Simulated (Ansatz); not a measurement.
**H₁₈InN₃Si₆: basis-set convergence**

How large a basis does H₁₈InN₃Si₆ need? Two functionals are run in growing sets.

The runs use Ansatz 0.2.0, Gaussian basis; one geometry, several basis sets.

The runs, in order: PBE0-D4/def2-SVP; ωB97M-V/def2-SVP; PBE0-D4/def2-QZVPP; ωB97M-V/def2-QZVPP; the functionals' def2-TZVPP values are taken from earlier runs.

### Step 1. The geometry

An earlier PBE0-D4 in a triple-zeta def2 set relaxation fixed the geometry. In takes the def2 core potential; no spin-orbit term is included.

SMILES `[SiH3][N]([SiH3])[In]([N]([SiH3])[SiH3])[N]([SiH3])[SiH3]`, 28 atoms, charge 0, spin multiplicity 1.

Atoms are counted from 1 here; the program's logs count them from 0.

Bond lengths: Si1–N2 1.728 Å, Si1–H11 1.489 Å, Si1–H12 1.488 Å, Si1–H13 1.490 Å, N2–Si3 1.728 Å, N2–In4 2.034 Å, Si3–H14 1.488 Å, Si3–H15 1.490 Å, Si3–H16 1.489 Å, In4–N5 2.034 Å, In4–N8 2.034 Å, N5–Si6 1.729 Å, N5–Si7 1.729 Å, Si6–H17 1.490 Å, Si6–H18 1.489 Å, Si6–H19 1.488 Å, Si7–H20 1.489 Å, Si7–H21 1.488 Å and more. Angles: N2–Si1–H11 108.7°, N2–Si1–H12 112.6°, N2–Si1–H13 110.4°, H11–Si1–H12 108.7°, H11–Si1–H13 108.7°, H12–Si1–H13 107.8°, Si1–N2–Si3 120.8°, Si1–N2–In4 119.6°, Si3–N2–In4 119.6°, N2–Si3–H14 112.5°, N2–Si3–H15 110.4°, N2–Si3–H16 108.7°, H14–Si3–H15 107.8°, H14–Si3–H16 108.7°, H15–Si3–H16 108.7°, N2–In4–N5 120.0°, N2–In4–N8 119.9°, N5–In4–N8 120.0° and more.

### Step 2. PBE0-D4 in def2-SVP

Input file in.yaml:

```yaml
crystal:
  periodic: [false, false, false]
  atoms:
    - {symbol: Si, position_ang: [-1.901400, -1.952447, -1.780451]}
    - {symbol: N, position_ang: [-0.830087, -1.806011, -0.432024]}
    - {symbol: Si, position_ang: [-0.452572, -3.176023, 0.551944]}
    - {symbol: In, position_ang: [-0.000669, 0.000360, 0.000321]}
    - {symbol: N, position_ang: [-0.951669, 1.713621, -0.544407]}
    - {symbol: Si, position_ang: [-2.667792, 1.711096, -0.752808]}
    - {symbol: Si, position_ang: [-0.035374, 3.157646, -0.796893]}
    - {symbol: N, position_ang: [1.780998, 0.091909, 0.977513]}
    - {symbol: Si, position_ang: [2.165287, 1.485849, 1.924585]}
    - {symbol: Si, position_ang: [2.891943, -1.226662, 0.853948]}
    - {symbol: H, position_ang: [-1.846050, -0.692210, -2.572294]}
    - {symbol: H, position_ang: [-3.310409, -2.193700, -1.366859]}
    - {symbol: H, position_ang: [-1.483926, -3.085258, -2.653772]}
    - {symbol: H, position_ang: [0.376811, -4.181671, -0.165983]}
    - {symbol: H, position_ang: [-1.701595, -3.853674, 1.000246]}
    - {symbol: H, position_ang: [0.295336, -2.709307, 1.752310]}
    - {symbol: H, position_ang: [-3.283630, 2.833378, 0.009804]}
    - {symbol: H, position_ang: [-3.209970, 0.424878, -0.233559]}
    - {symbol: H, position_ang: [-3.069486, 1.857029, -2.178251]}
    - {symbol: H, position_ang: [1.412569, 2.809138, -0.803360]}
    - {symbol: H, position_ang: [-0.275115, 4.178197, 0.259280]}
    - {symbol: H, position_ang: [-0.386701, 3.770503, -2.108852]}
    - {symbol: H, position_ang: [2.609841, 1.079617, 3.287509]}
    - {symbol: H, position_ang: [0.943444, 2.328117, 2.050688]}
    - {symbol: H, position_ang: [3.249302, 2.306498, 1.319658]}
    - {symbol: H, position_ang: [3.029506, -1.977631, 2.131306]}
    - {symbol: H, position_ang: [4.243897, -0.731797, 0.469773]}
    - {symbol: H, position_ang: [2.407522, -2.161465, -0.199365]}
basis:
  gaussian: {orbitals: def2-SVP}
hamiltonian: {xc: pbe0, dispersion: d4}
output: {orbitals: {seedname: orbitals}}
```

The runs that follow: ωB97M-V in def2-SVP; PBE0-D4 in def2-QZVPP; ωB97M-V in def2-QZVPP.

Q: Predict the results of all the runs planned. Wanted: PBE0-D4: double and triple zeta above quadruple; ωB97M-V: double and triple zeta above quadruple.

**Answer**, as computed:

```
                                       quantity           value
PBE0-D4: double and triple zeta above quadruple  24.68, 2.00 eV
ωB97M-V: double and triple zeta above quadruple  24.87, 1.84 eV
```

**Reading.** PBE0-D4 gains 22.68 eV from double to triple zeta, then 2.00 eV more. These are total energies; as a rule much of such shifts cancels in differences, which this series doesn't test.
